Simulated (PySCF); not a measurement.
**CsI⁺: changing the method**

Aim: see what other levels and later steps give for CsI⁺.

Method: method and basis as typed in the scripts; program: PySCF 2.14.0.

7 further runs of the same task are left out: 2 for a known fault of the program, 5 that didn't finish.

## Step 1: Where the work starts

CsI⁺: 2 atoms, charge 1, spin multiplicity 2.

Bond lengths: Cs1–I2 3.362 Å.

## Step 2: The base run

input.py

```python
from pyscf import gto, scf
from pyscf.hessian import thermo

mol = gto.M(
    atom='Cs 0 0 0; I 0 0 3.362',
    basis='crenbl',
    ecp={'Cs': 'crenbl', 'I': 'crenbl'},
    charge=1,
    spin=1,
    symmetry=True,
    verbose=4,
)
mf = scf.UHF(mol)
mf.kernel()
hess = mf.Hessian().kernel()
print('wavenumber (cm^-1) =', thermo.harmonic_analysis(mol, hess)['freq_wavenumber'].round(1))
mf.dip_moment()
print('orbital energies (hartree):', [e[max(0, n-3):n+3].round(4) for e, n in zip(mf.mo_energy, mol.nelec)])
```

Run with:

```
$ python input.py
```

## Step 3: MP2

Variant 1 changes step after the SCF: frequency → mp2.

input.py

```python
from pyscf import gto, scf, mp

mol = gto.M(
    atom='Cs 0 0 0; I 0 0 3.362',
    basis='crenbl',
    ecp={'Cs': 'crenbl', 'I': 'crenbl'},
    charge=1,
    spin=1,
    symmetry=True,
    verbose=4,
)
mf = scf.UHF(mol)
mf.kernel()
mp.MP2(mf).kernel()
mf.dip_moment()
print('orbital energies (hartree):', [e[max(0, n-3):n+3].round(4) for e, n in zip(mf.mo_energy, mol.nelec)])
```

## Step 4: Stability test

Variant 2 changes step after the SCF: frequency → stability; point-group symmetry: on → off.

input.py

```python
from pyscf import gto, scf

mol = gto.M(
    atom='Cs 0 0 0; I 0 0 3.362',
    basis='crenbl',
    ecp={'Cs': 'crenbl', 'I': 'crenbl'},
    charge=1,
    spin=1,
    verbose=4,
)
mf = scf.UHF(mol)
mf.kernel()
mf.stability(internal=True, external=True)
mf.dip_moment()
print('orbital energies (hartree):', [e[max(0, n-3):n+3].round(4) for e, n in zip(mf.mo_energy, mol.nelec)])
```

## Step 5: Population analysis

Variant 3 changes step after the SCF: frequency → analyze.

Edit input.py of step 2 so:

```diff
@@ -1,3 +1,2 @@
 from pyscf import gto, scf
-from pyscf.hessian import thermo
 
@@ -14,4 +13,3 @@
 mf.kernel()
-hess = mf.Hessian().kernel()
-print('wavenumber (cm^-1) =', thermo.harmonic_analysis(mol, hess)['freq_wavenumber'].round(1))
+mf.mulliken_pop()
 mf.dip_moment()
```

## Step 6: Geometry optimisation

Variant 4 changes step after the SCF: frequency → optimize.

input.py

```python
from pyscf import gto, scf
from pyscf.geomopt.geometric_solver import optimize

mol = gto.M(
    atom='Cs 0 0 0; I 0 0 3.362',
    basis='crenbl',
    ecp={'Cs': 'crenbl', 'I': 'crenbl'},
    charge=1,
    spin=1,
    symmetry=True,
    verbose=4,
)
mf = scf.UHF(mol)
mf.kernel()
mol_eq = optimize(mf, maxsteps=30)
print('optimised geometry (angstrom)')
print(mol_eq.tostring('raw'))
print('orbital energies (hartree):', [e[max(0, n-3):n+3].round(4) for e, n in zip(mf.mo_energy, mol.nelec)])
```

## Step 7: Polarisability

Variant 5 changes step after the SCF: frequency → polarizability.

input.py

```python
from pyscf import gto, scf
from pyscf.prop.polarizability import uhf as pol

mol = gto.M(
    atom='Cs 0 0 0; I 0 0 3.362',
    basis='crenbl',
    ecp={'Cs': 'crenbl', 'I': 'crenbl'},
    charge=1,
    spin=1,
    symmetry=True,
    verbose=4,
)
mf = scf.UHF(mol)
mf.kernel()
print('polarizability (a.u.)')
print(pol.Polarizability(mf).polarizability().round(4))
mf.dip_moment()
print('orbital energies (hartree):', [e[max(0, n-3):n+3].round(4) for e, n in zip(mf.mo_energy, mol.nelec)])
```

What does the calculation give? Wanted: for each run, E(SCF); from base; gap, α spin; after the SCF.

The runs gave:

```
                  run  E(SCF) (hartree)  from base (eV)  cycles  gap, α spin (eV)                           after the SCF
                 base       -129.154536               0      10             11.82                   highest mode 109 cm⁻¹
                  MP2       -129.154536          0.0000      10             11.82               MP2 correlation -9.213 eV
       stability test       -129.154536          0.0000      10             11.82  unstable: internal, UHF/UKS -> GHF/GKS
  population analysis       -129.154536          0.0000      10             11.82                                     n/a
geometry optimisation       -129.154536          0.0000      10             11.82                 bond 7.077 Å, -0.362 eV
       polarisability       -129.154536          0.0000      10             11.82                                     n/a
```

SCF columns refer to the geometry typed in the script.

**Reading.** Total energies from different bases, Hamiltonians or methods carry different errors, so properties are taken as differences within one set-up.
